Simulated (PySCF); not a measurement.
# CH7NOSi2: the cost of one run

Programs: PySCF 2.14.0, with density-fitted response routines of our own. Each step states its level of theory. These are calculated values for one molecule in the gas phase, unless marked as measured. Atoms count from 0, in the outputs and in this text.

## (1) The starting structure

12 atoms, charge 0, multiplicity 1; geometry from: GFN2-xTB. The atoms were then displaced at random by about 0.01 Å, so the start is not that level's minimum.

Bonds of the start (Å): C0–N1 1.27, N1–Si2 1.73, Si2–O3 1.57, O3–Si4 1.65, C0–H5 1.06, C0–H6 1.11, Si2–H7 1.47, Si2–H8 1.43, Si4–H9 1.47, Si4–H10 1.47, Si4–H11 1.44.

## (2) Relaxing the molecule at PBE0-D3(BJ)/def2-SVP

The job: settings as JSON, then the geometry in Å.

```
{"job": {"xc": "PBE0", "basis": "def2-SVP", "d3": "d3bj", "grid": 1, "shake": 0.01, "kind": "geom"}, "charge": 0, "multiplicity": 1}
C      2.512870     0.795440     0.463160
N      1.401430     0.572090    -0.102490
Si     0.500850    -0.865600    -0.453410
O     -0.965680    -0.588120     0.032660
Si    -2.433620     0.156110     0.037770
H      3.147780     0.073320     0.902730
H      2.850880     1.848040     0.523970
H      0.895710    -2.080560     0.265800
H      0.580990    -0.964820    -1.879450
H     -3.275710    -0.720060     0.865520
H     -2.272690     1.481380     0.658190
H     -2.903130     0.264520    -1.323480
```

Started as:

```sh
> OMP_NUM_THREADS=1 python probes_run.py task.json out
```

This one command runs all jobs of the session in turn.

Q: Estimate the wall time and peak memory of this first job on 1 thread of Intel Xeon Platinum 8259CL at 2.50GHz, shared host.

About 1.7 min, with a peak of 0.46 GiB.
